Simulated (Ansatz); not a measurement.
# KCa2Ta3O10: the cost of one run

Method: DFT PBE, plane waves, PAW, scalar-relativistic, no spin polarisation, in Ansatz 0.2.0.

**1. Starting point**

The cell holds 16 atoms (Ca2KO10Ta3): a = 4.020 Å, b = 15.562 Å, c = 15.562 Å, α = 14.86°, β = 90.00°, γ = 90.00°.

Structure file:

```cif
data_structure
_symmetry_space_group_name_H-M 'P 1'
_symmetry_Int_Tables_number 1
_cell_length_a 4.0197
_cell_length_b 15.5624
_cell_length_c 15.5624
_cell_angle_alpha 14.858
_cell_angle_beta 90.000
_cell_angle_gamma 90.000
_cell_volume 249.64
loop_
_atom_site_label
_atom_site_type_symbol
_atom_site_fract_x
_atom_site_fract_y
_atom_site_fract_z
_atom_site_occupancy
K1 K 0.00000 0.75848 0.75848 1
Ca1 Ca 0.00000 0.92470 0.92470 1
Ca2 Ca 0.00000 0.07656 0.07656 1
Ta1 Ta 0.50000 0.64157 0.64157 1
Ta2 Ta 0.50000 0.35841 0.35841 1
Ta3 Ta 0.50000 0.50006 0.50006 1
O1 O 0.00000 0.62750 0.62750 1
O2 O 0.00000 0.37188 0.37188 1
O3 O 0.50000 0.87192 0.87192 1
O4 O 0.50000 0.12723 0.12723 1
O5 O 0.50000 0.70063 0.70063 1
O6 O 0.50000 0.29881 0.29881 1
O7 O 0.50000 0.56483 0.56483 1
O8 O 0.50000 0.43452 0.43452 1
O9 O 0.00000 0.49951 0.49951 1
O10 O 0.50000 0.99949 0.99949 1
```

**2. Run 1**

40 steps of 1 fs at constant energy, with velocities drawn for 2400 K.

input.yaml reads:

```yaml
accuracy: low
crystal:
  lattice:
    - [4.019681, 0.0, 0.0]
    - [0.0, 2.012217, 15.43181]
    - [0.0, -2.012217, 15.43181]
  atoms:
    - { symbol: K, position: [0.0, 0.758479, 0.758479] }
    - { symbol: Ca, position: [0.0, 0.924703, 0.924703] }
    - { symbol: Ca, position: [0.0, 0.07656, 0.07656] }
    - { symbol: Ta, position: [0.5, 0.6415695, 0.6415695] }
    - { symbol: Ta, position: [0.5, 0.358413, 0.358413] }
    - { symbol: Ta, position: [0.5, 0.500062, 0.500062] }
    - { symbol: O, position: [0.0, 0.6275025, 0.6275025] }
    - { symbol: O, position: [0.0, 0.3718795, 0.3718795] }
    - { symbol: O, position: [0.5, 0.871919, 0.871919] }
    - { symbol: O, position: [0.5, 0.127233, 0.127233] }
    - { symbol: O, position: [0.5, 0.700627, 0.700627] }
    - { symbol: O, position: [0.5, 0.298813, 0.298813] }
    - { symbol: O, position: [0.5, 0.5648345, 0.5648345] }
    - { symbol: O, position: [0.5, 0.434521, 0.434521] }
    - { symbol: O, position: [0.0, 0.4995055, 0.4995055] }
    - { symbol: O, position: [0.5, 0.9994875, 0.9994875] }
basis:
  ecutwfc: 420.0
kpoints:
  mp_grid: { grid: [2, 2, 2] }
hamiltonian:
  xc: pbe
scf:
  occupations: { method: fermi_dirac, width: 0.05 }
  lower_state_search: "off"
md:
  timestep: 1
  n_steps: 40
  ensemble: nve
  temperature: 2400.0
  initial_velocities: maxwell_boltzmann
  seed: 505600
```

Started as:

```console
$ ansatz run input.yaml --threads 1 --pin off --max-ram 3072MiB --backend cpu --events-out ev --progress --plain --runs-dir out
```

**Question.** How long does this run take on 1 thread of AMD EPYC (Zen 3), shared host, and how much memory does it need?

About 9.4 min, with a peak of 0.64 GiB.
